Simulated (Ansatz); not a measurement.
# ZrBr in Ansatz: tuning --slots

Aim: find the choice of --slots that runs ZrBr fastest, at PBEsol. This setting moves, with any that are tied to it; all else stays.

Everything below comes from runs of Ansatz 0.2.0. Logs are shortened: lines on timing, memory, paths and dates and some standing lists are left out, and cuts for length are marked.

### 1 The slab as given

The cell holds a slab with vacuum, 8 atoms: a = 3.531 Å, b = 3.531 Å, c = 30.767 Å, α = 90.00°, β = 90.00°, γ = 60.23°.

### 2 With --slots 4

The input, input.yaml:

```yaml
crystal:
  lattice:
    - [3.5312090018, 0.0, 0.0]
    - [1.7534724933, 3.0650891063, 0.0]
    - [0.0, 0.0, 30.7671903649]
  atoms:
    - { symbol: Br, position: [0.6649616105, 0.6649616105, 0.2437661649] }
    - { symbol: Zr, position: [0.3308623475, 0.3308623475, 0.3050050943] }
    - { symbol: Zr, position: [0.9964502534, 0.9964502534, 0.3808303599] }
    - { symbol: Br, position: [0.6623509904, 0.6623509904, 0.4420692893] }
    - { symbol: Br, position: [0.1073991441, 0.1073991441, 0.5579307107] }
    - { symbol: Zr, position: [0.7732998811, 0.7732998811, 0.6191696401] }
    - { symbol: Zr, position: [0.4388877871, 0.4388877871, 0.6949949057] }
    - { symbol: Br, position: [0.1047885241, 0.1047885241, 0.7562338351] }
hamiltonian:
  xc: pbesol
  pseudopotentials: { kind: paw }
kpoints:
  mp_grid: { grid: [6, 6, 1] }
scf:
  occupations: { method: gaussian, width: 0.05 }
output:
  forces: true
  eigenvalues: true
efield:
  axis: 3
  dipole_correction: true
  ramp_width: 0.04
```

Potentials or basis: Ansatz PAW.

Launch:

```bash
> ansatz run input.yaml --threads 4 --pin off --max-ram 65536MiB --backend cpu --events-out ev --progress --plain --runs-dir out --slots 4
```

Wall time 7.2 s (4 threads of Arm Neoverse N1, host not shared); peak memory 0.69 GiB.

Results (log left out):

* Free energy: -27468.7210 eV
* Largest force: 0.293 eV/Å
* Band gap on the k mesh: none (metal or under the smearing width)
* Work function of the upper face: 3.56 eV
* Work function of the lower face: 3.56 eV
* Dipole across the slab: 0.000 e·Å

### 3 With --slots 2

input.yaml is that of step 2.

Potentials or basis: Ansatz PAW.

Launch:

```bash
> ansatz run input.yaml --threads 4 --pin off --max-ram 65536MiB --backend cpu --events-out ev --progress --plain --runs-dir out --slots 2
```

Wall time 7.7 s (4 threads of Arm Neoverse N1, host not shared); peak memory 0.56 GiB.

Results (log left out):

```
Free energy                     : -27468.7210 eV
Largest force                   : 0.293 eV/Å
Band gap on the k mesh          : none (metal or under the smearing width)
Work function of the upper face : 3.56 eV
Work function of the lower face : 3.56 eV
Dipole across the slab          : 0.000 e·Å
```

### 4 With --slots 1

input.yaml is that of step 3.

Potentials or basis: Ansatz PAW.

Launch:

```bash
> ansatz run input.yaml --threads 4 --pin off --max-ram 65536MiB --backend cpu --events-out ev --progress --plain --runs-dir out --slots 1
```

Output:

```text
Warning: RAYON_NUM_THREADS=56 ignored (pool sized by the plan → 4); use --threads N
Engine: ansatz 0.2.0, aarch64-unknown-linux-gnu
Pseudopotentials: kind: paw
Pseudopotential: Br, paw, valence charge 7, recommended cutoff 420 eV (normal), Br.paw.azcp
Pseudopotential: Zr, paw, valence charge 12, recommended cutoff 420 eV (normal), Zr.paw.azcp
Functional definition: PBEsol
  exchange = pbesol_x
  correlation = pbesol_c
Crystal: 8 atoms, lattice volume = 333.008 Å³
Basis set: ecut = 420 eV, 6449 PW (Γ), exchange–correlation on 48×48×432 points (8 copies of the dense FFT grid, shifted against one another)
Bands: 46, of which v1, the nominal top of the filled ones, is band 38 counted from 1 (37 counted from 0)
Symmetry: 2 space group operations
k-points: 13 of 36 (time reversal used)
Non-local potential: Br, projectors of the file, l = 0: 2, l = 1: 2, l = 2: 2
Non-local potential: Zr, projectors of the file, l = 0: 3, l = 1: 2, l = 2: 2, l = 3: 2
PAW form: soft (Blöchl's): semilocal exchange-correlation on the pseudo side does not see the compensation charge
PAW frozen core: Br, regenerated for the run's functional, and the local potential with it (the file was generated under x = pbe(κ = 0.804, μ = 0.2195149727645171), c = pbe(β = 0.06672455060314922))
PAW frozen core: Zr, regenerated for the run's functional, and the local potential with it (the file was generated under x = pbe(κ = 0.804, μ = 0.2195149727645171), c = pbe(β = 0.06672455060314922))
PAW one-centre angular grid: Br, 110 points (default); XC on 64 Gauss nodes
PAW one-centre angular grid: Zr, 590 points (default); XC on 64 Gauss nodes
Initial density: superposition of atomic densities (neutral atoms: chi_scale 0, normalization atom), corrected by the library's trained network
Initial wavefunctions: pseudopotential atomic-orbital guess
Functional: x = pbesol(κ = 0.804, μ = 0.12345679012345678), c = pbesol(β = 0.046)
SCF iter   1: F=—  HF=-27468.712330 eV  |F-HF|=—  |Δ(HF+E_count)|=         —  Δρ=2.88e-3  dr2=2.89e-2  ethr=1.77e-3  p=0.000 e·Å  D=1.48e-13 V/Å  ΔV_dip=-0.00 eV  dr2_dipole=2.79e-6  V_vac-E_F(+/−)=3.06/3.06 eV  ⟨swp⟩=8.3  Hψ=2770  notcnv=0
efield: sawtooth ramp at fractional position 0.9800 (placed from the atoms, in the widest stretch of the axis that holds none; the zero of the levels goes with the place), width 0.0400; the density the first Hamiltonian is built on has a dipole p = 0.000 e·Å; the dipole correction subtracts the counter field D = 1.48e-13 V/Å, which shifts the + side's vacuum level by -0.00 eV against the − side's; the planar-averaged density in the ramp window peaks in size at 2.8e-5 e/Å³
preconditioner: auto → LDOS  [insulator: Δε(μ)=0.540 eV  Ē_g=7.497 eV  σ=0.050 eV  W_gap=0.69  n_scr=50 (ndim 8)  ℏωp=13.5 eV  f_vac=0.389  D(μ)=3.95/eV (n_scr^D=14)  ε∞_Penn≈4.2  β→1.0]
SCF iter   2: F=—  HF=-27468.725679 eV  |F-HF|=—  |Δ(HF+E_count)|=   1.33e-2  Δρ=1.23e-3  dr2=2.40e-2  ethr=3.80e-5  p=0.000 e·Å  D=6.14e-5 V/Å  ΔV_dip=-0.00 eV  dr2_dipole=9.55e-6  V_vac-E_F(+/−)=3.77/3.77 eV  ⟨swp⟩=3.0  Hψ=1361  notcnv=0  defer=31
SCF iter   3: F=—  HF=-27468.721846 eV  |F-HF|=—  |Δ(HF+E_count)|=   3.83e-3  Δρ=6.68e-4  dr2=7.29e-3  ethr=3.16e-5  p=-0.000 e·Å  D=-1.04e-5 V/Å  ΔV_dip=0.00 eV  dr2_dipole=2.92e-7  V_vac-E_F(+/−)=3.45/3.45 eV  ⟨swp⟩=2.1  Hψ=865  notcnv=0  defer=31
SCF iter   4: F=—  HF=-27468.720799 eV  |F-HF|=—  |Δ(HF+E_count)|=   1.05e-3  Δρ=2.15e-4  dr2=5.86e-4  ethr=9.59e-6  p=0.000 e·Å  D=8.38e-6 V/Å  ΔV_dip=-0.00 eV  dr2_dipole=9.00e-9  V_vac-E_F(+/−)=3.52/3.52 eV  ⟨swp⟩=2.0  Hψ=719  notcnv=0  defer=31
SCF iter   5: F=—  HF=-27468.720722 eV  |F-HF|=—  |Δ(HF+E_count)|=   7.64e-5  Δρ=5.97e-5  dr2=3.72e-5  ethr=7.72e-7  p=-0.000 e·Å  D=-8.20e-6 V/Å  ΔV_dip=0.00 eV  dr2_dipole=7.27e-9  V_vac-E_F(+/−)=3.55/3.55 eV  ⟨swp⟩=2.0  Hψ=807  notcnv=0  defer=31
SCF iter   6: F=—  HF=-27468.720973 eV  |F-HF|=—  |Δ(HF+E_count)|=   2.50e-4  Δρ=1.52e-5  dr2=3.22e-6  ethr=4.90e-8  p=0.000 e·Å  D=1.42e-5 V/Å  ΔV_dip=-0.00 eV  dr2_dipole=5.55e-9  V_vac-E_F(+/−)=3.55/3.56 eV  ⟨swp⟩=2.1  Hψ=847  notcnv=0  defer=25
SCF iter   7: F=—  HF=-27468.720973 eV  |F-HF|=—  |Δ(HF+E_count)|=   5.78e-8  Δρ=8.00e-6  dr2=7.08e-7  ethr=4.23e-9  p=-0.000 e·Å  D=-1.27e-5 V/Å  ΔV_dip=0.00 eV  dr2_dipole=9.83e-9  V_vac-E_F(+/−)=3.56/3.56 eV  ⟨swp⟩=2.2  Hψ=832  notcnv=0  defer=25
SCF iter   8: F=-27468.720973 eV  HF=-27468.720973 eV  |F-HF|=3.29e-8  |Δ(HF+E_count)|=   9.29e-8  Δρ=1.85e-6  dr2=8.65e-9  ethr=1.32e-10  p=-0.000 e·Å  D=-4.99e-7 V/Å  ΔV_dip=0.00 eV  dr2_dipole=1.74e-10  V_vac-E_F(+/−)=3.56/3.56 eV  ⟨swp⟩=11.0  Hψ=3116  notcnv=0
SCF 1 converged in 8 iterations: F = -27468.720973 eV  dr2 = 8.65e-9
SCF converged after 8 iterations
Free energy (F): -27468.720973 eV
Harris-Foulkes:  -27468.720973 eV  (|F-HF|=3.29e-8)
Internal energy: -27468.715967 eV  (E = F + TS)
E sigma→0 (E₀):  -27468.718470 eV
Entropy (-TS):   -0.005006 eV (-0.626 meV/atom)
Fermi energy:    4.748102 eV
Dipole field:    D = 0.000013 V/Å  (p = 0.000024 e·Å, saw-weighted, corrected)
Work function:   Φ+ = 3.5561 eV   Φ− = 3.5565 eV
Levels:          The Fermi level and band energies are counted from a zero that moves with the ramp; work functions are not
--- Per-component energies (eV) ---
  E_band       = -979.511095
  E_kinetic    = 1859.808866
  E_local      = -45813.201785  (includes V_loc(G=0)·N_el)
  E_nonlocal   = 608.026396
  E_hartree    = 21956.660667
  E_xc         = -1686.564674
  E_vxc        = -1174.937804  (∫ρ·V_xc dr)
  E_paw        = -20411.553460  (= ΣΔE_a)
  E_vpaw       = -372.530469  (= ΣTr[D̂ρ^β])
  E_aug_tail   = 0.000087  (compensation charges beyond the density's cutoff)
  E_efield     = 0.000000  (sawtooth field / dipole correction)
  E_vefield    = 0.000000  (∫n·V_field dr)
  E_ewald      = 16017.075972
  E_core_change = 1.031963  (= ΣΔE_core)
  E_smearing   = -0.005006  (= −TS)
  E_closure    = -0.000000  (closes the sum)
  Σ components = -27468.720973   (vs F -27468.720973, Δ=0.00e0)
--- Forces (eV/Å), atoms counted from 1 ---
  atom   1  Br    -0.00339598    -0.00196965     0.28991917
  atom   2  Zr     0.00341691     0.00198179    -0.22542868
  atom   3  Zr    -0.00233217    -0.00135265     0.22256408
  atom   4  Br     0.00583158     0.00338229    -0.29265515
  atom   5  Br    -0.00583165    -0.00338233     0.29265087
  atom   6  Zr     0.00233268     0.00135294    -0.22255944
  atom   7  Zr    -0.00341677    -0.00198171     0.22543050
  atom   8  Br     0.00339598     0.00196965    -0.28992157
  max |Σ_I F_I| component: 5.86e-7 eV/Å
--- Band table (eV; the first three rows and the last of 13) ---
  k-point 0: bands = ["-44.8629", "-44.8629", "-44.7654", "-44.7654", "-23.2079", "-23.2079", "-22.7481", "-22.7481", "-22.7422", "-22.7422", "-22.7174", "-22.7173", "-22.6219", "-22.6219", "-22.6189", "-22.6189", "-12.6124", "-12.5552", "-12.5486", "-12.5024", "-1.9480", "-1.6505", "-1.4475", "-1.1116", "1.0155", "1.0494", "1.0644", "1.0705", "1.1281", "1.1618", "1.1705", "1.1768", "2.1476", "2.4147", "2.8393", "3.0309", "4.7757", "4.7818", "4.8301", "4.8305", "5.3624", "5.3629", "5.3730", "5.3851", "5.3995", "5.4066"]
  k-point 1: bands = ["-44.8502", "-44.8502", "-44.7643", "-44.7643", "-23.1762", "-23.1762", "-22.8879", "-22.8879", "-22.7712", "-22.7712", "-22.6977", "-22.6977", "-22.6572", "-22.6572", "-22.6277", "-22.6277", "-12.4659", "-12.4136", "-12.4116", "-12.3710", "-1.6248", "-1.3282", "-1.2228", "-0.9110", "-0.0301", "-0.0043", "0.0958", "0.1286", "0.8716", "0.8836", "0.9745", "0.9866", "2.4614", "2.5735", "2.9733", "3.0335", "4.1806", "4.1954", "4.9406", "4.9419", "5.2513", "5.3671", "5.5445", "5.6448", "5.7499", "5.7569"]
  k-point 2: bands = ["-44.8215", "-44.8214", "-44.7653", "-44.7653", "-23.1342", "-23.1342", "-23.0595", "-23.0595", "-22.8228", "-22.8228", "-22.7947", "-22.7947", "-22.6749", "-22.6749", "-22.6470", "-22.6470", "-12.1495", "-12.1150", "-12.1132", "-12.0895", "-1.5665", "-1.5422", "-1.4480", "-1.4214", "-0.9379", "-0.7750", "-0.7565", "-0.5545", "0.5194", "0.5385", "0.6046", "0.6229", "2.5822", "2.6303", "3.0642", "3.0973", "3.6611", "3.6894", "4.9549", "4.9658", "5.3309", "5.3364", "6.2587", "6.5158", "6.6369", "6.7207"]
  k-point 12: bands = ["-44.8021", "-44.8021", "-44.7695", "-44.7695", "-23.1397", "-23.1397", "-23.1360", "-23.1360", "-22.8539", "-22.8539", "-22.7743", "-22.7743", "-22.7307", "-22.7307", "-22.6623", "-22.6623", "-11.9848", "-11.9436", "-11.9430", "-11.9131", "-2.1814", "-2.0973", "-2.0971", "-2.0320", "-0.8454", "-0.5885", "-0.5851", "-0.3489", "0.2865", "0.3338", "0.3902", "0.4354", "2.4806", "2.4991", "3.4697", "3.4752", "3.4914", "3.5090", "4.7740", "4.7805", "5.4219", "5.4479", "7.5650", "7.6872", "7.7057", "7.7069"]
```

It took 8.7 s on 4 threads of Arm Neoverse N1, host not shared; peak memory 0.52 GiB.

Results:

| Property | Result |
| --- | --- |
| Free energy | -27468.7210 eV |
| Largest force | 0.293 eV/Å |
| Band gap on the k mesh | none (metal or under the smearing width) |
| Work function of the upper face | 3.56 eV |
| Work function of the lower face | 3.56 eV |
| Dipole across the slab | 0.000 e·Å |

### 5 The series at a glance

```tsv
--slots	energy less the last converged row (meV/atom)	SCF cycles	wall time (s)	peak memory (GiB)
4	0.00	8	7.2	0.69
2	0.00	8	7.7	0.56
1	0.00	8	8.7	0.52
```

Fastest here: 4 (7.2 s), level within noise with 2; slowest of those that converged: 1 (8.7 s). These are single runs, one after another on one machine, so differences under about a fifth mean little.

Caveats: the PAW data sets come from PBE, with cores solved anew for the run's functional, which leaves a small shift of forces and pressure.
